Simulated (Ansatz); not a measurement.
Write a Python script for the Ansatz DFT code, driven from Python that makes a short molecular-dynamics run of Cl2Zn, SMILES [Cl][Zn][Cl]. Settings: B3LYP, def2-SVP basis, multiplicity 1, D3BJ dispersion.

```csv
atom,x (Å),y (Å),z (Å)
Cl,-1.6309,0.6765,-0.8275
Zn,0.0461,0.1511,0.0445
Cl,1.5738,-0.8924,0.7697
```

The script, `run_md.py`:
```python
import warnings

import ansatz
import numpy as np

warnings.simplefilter("ignore", ansatz.DeckWarning)

geometry = (
    ansatz.Crystal.molecule()
    .atom("Cl", [-1.6309, 0.6765, -0.8275])
    .atom("Zn", [0.0461, 0.1511, 0.0445])
    .atom("Cl", [1.5738, -0.8924, 0.7697])
)

job = (
    geometry.calculation()
    .basis(gaussian="def2-SVP")
    .functional("B3LYP", dispersion="d3bj")
    .md("nvt_nose_hoover", timestep=2.0, steps=20, temperature=300, initial_velocities="maxwell_boltzmann", seed=23, thermostat_time=10)
)
frames = []
result = job.session().plan().execute(on_event=lambda e: frames.append(e["data"]) if e["event"] == "md_step" else None)
print("t (fs)   E_pot (eV)      E_kin (eV)   T (K)   d(0-1) (A)")
for f in frames[::3]:
    xyz = np.array(f["positions_ang"])
    print(f"{f['time_fs']:6.2f} {f['lagrangian_ev']:14.5f} {f['e_kin_ev']:10.5f} {f['temperature_k']:8.1f} {np.linalg.norm(xyz[0] - xyz[1]):9.4f}")
kept = np.array([f["conserved_ev"] for f in frames])
print(f"conserved energy moves by at most {1000 * np.ptp(kept):.3f} meV")
```

Output of `python run_md.py`:
```text
t (fs)   E_pot (eV)      E_kin (eV)   T (K)   d(0-1) (A)
  0.00   -73454.86501    0.03878    300.0    1.9618
  6.00   -73454.94451    0.10402    804.7    1.9605
 12.00   -73455.07373    0.08716    674.3    1.9907
 18.00   -73455.15756    0.07537    583.1    2.0268
 24.00   -73455.20793    0.06673    516.3    2.0661
 30.00   -73455.22601    0.03770    291.6    2.0990
 36.00   -73455.22818    0.01996    154.4    2.1215
conserved energy moves by at most 2.107 meV
```

Notes:
- Total energies depend on the basis set; only differences at equal settings carry meaning.
- The trajectory is only some femtoseconds long, so its temperature is not equilibrated; where the script doesn't relax first, it starts from a rough generated geometry.
- b3lyp holds the VWN-RPA fit, as in Gaussian; the form of ORCA and Turbomole is b3lyp5.
- The temperature counts the internal degrees of freedom alone.
- Run time: 45 s on 1 thread of Arm Neoverse V1, on a shared host, peak memory 0.21 GiB.
